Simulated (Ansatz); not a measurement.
# PtSe2 (Sudovikovite): the cost of one run

Program: the Python package of Ansatz 0.2.0. Level of theory: DFT PBE, plane waves, PAW. These are calculated values, not measurements.

The COD entry's cell or inner coordinates are ideal or old and differ from later refinements, so a difference from it is no clean test against experiment.

## (1) Starting point

Symmetry: P-3m1, No. 164, trigonal system. Conventional cell: a = 3.724 Å, b = 3.724 Å, c = 5.062 Å, α = 90.00°, β = 90.00°, γ = 120.00°. Around Pt (site symmetry -3m) lie 6 Se at 2.49 Å. Se (site symmetry 3m) is surrounded by 3 Pt at 2.49 Å.

The script holds or builds the structure itself.

## (2) The script

Contents of smear_ptse2.py:

```python
"""How the energy of PtSe2 depends on the smearing."""

import ansatz
import matplotlib.pyplot as plt


def main() -> None:
    cell = (
        ansatz.Lattice.of((3.724, 0.0, 0.0), (-1.862, 3.225079, 0.0), (0.0, 0.0, 5.062))
        .atom("Pt", (0.0, 0.0, 0.0))
        .atom("Se", (1 / 3, 2 / 3, 0.25))
        .atom("Se", (2 / 3, 1 / 3, 0.75))
    )

    job = (
        cell.calculation()
        .functional("PBE")
        .pseudopotentials("paw")
        .basis(16 * ansatz.Ha)
        .kpoints(9, 9, 6, center="gamma")
        .scf(tolerance=1e-09)
        .forces()
        .stress()
    )

    rows = []
    for value in [0.25, 0.15, 0.1, 0.05, 0.025]:
        data = job.occupations("methfessel_paxton", width=value).run().report
        rows.append((value, data["free_energy_ev"] / len(data["lattice"]["sites"]), data["n_iterations"], sum(data["stress_gpa"][i][i] for i in range(3)) / 3, max(abs(f) for row in data["forces_ev_ang"] for f in row), data["n_kpoints"]))

    print("  width (eV)   F/atom (eV)    iterations       P (GPa)  max component (eV/A)      k-points")
    for row in rows:
        print(f"{str(row[0]):>12s}  {row[1]:12.5f}  {row[2]:12d}  {row[3]:12.3f}  {row[4]:20.4f}  {row[5]:12d}")

    # the last row is the reference
    for row in rows[:-1]:
        shift = 1000 * (row[1] - rows[-1][1])
        print(f"{row[0]}: {shift:+.2f} meV/atom" + ("  (within 2 meV)" if abs(shift) < 2 else ""))
    plt.figure(figsize=(4.5, 3))
    plt.plot([str(row[0]) for row in rows], [1000 * (row[1] - rows[-1][1]) for row in rows], "o-")
    plt.xlabel("width (eV)")
    plt.ylabel("F - F(last) (meV/atom)")
    plt.tight_layout()
    plt.savefig("smear.png", dpi=100)


if __name__ == "__main__":
    main()
```

## (3) The input behind the calls

The engine receives this input (first run):

```yaml
crystal:
  lattice:
    - [3.724, 0.0, 0.0]
    - [-1.862, 3.225079, 0.0]
    - [0.0, 0.0, 5.062]
  atoms:
    - { symbol: Pt, position: [0.0, 0.0, 0.0] }
    - { symbol: Se, position: [0.3333333333333333, 0.6666666666666666, 0.25] }
    - { symbol: Se, position: [0.6666666666666666, 0.3333333333333333, 0.75] }
basis:
  ecutwfc: 435.382179935808
kpoints:
  mp_grid:
    grid: [9, 9, 6]
    shift: [0.0, 0.0, 0.0]
hamiltonian:
  xc: pbe
  pseudopotentials:
    kind: paw
scf:
  convergence:
    dr2_threshold: 1.0e-09
  occupations:
    method: methfessel_paxton
    width: 0.25
output:
  forces: true
  stress: true
```

## (4) Launch

Command:

```
$ python smear_ptse2.py
```

Q: Estimate wall time and peak memory on 1 thread of AMD EPYC 9R45 (Zen 5), shared host.

About 8.1 s, with a peak of 0.53 GiB.
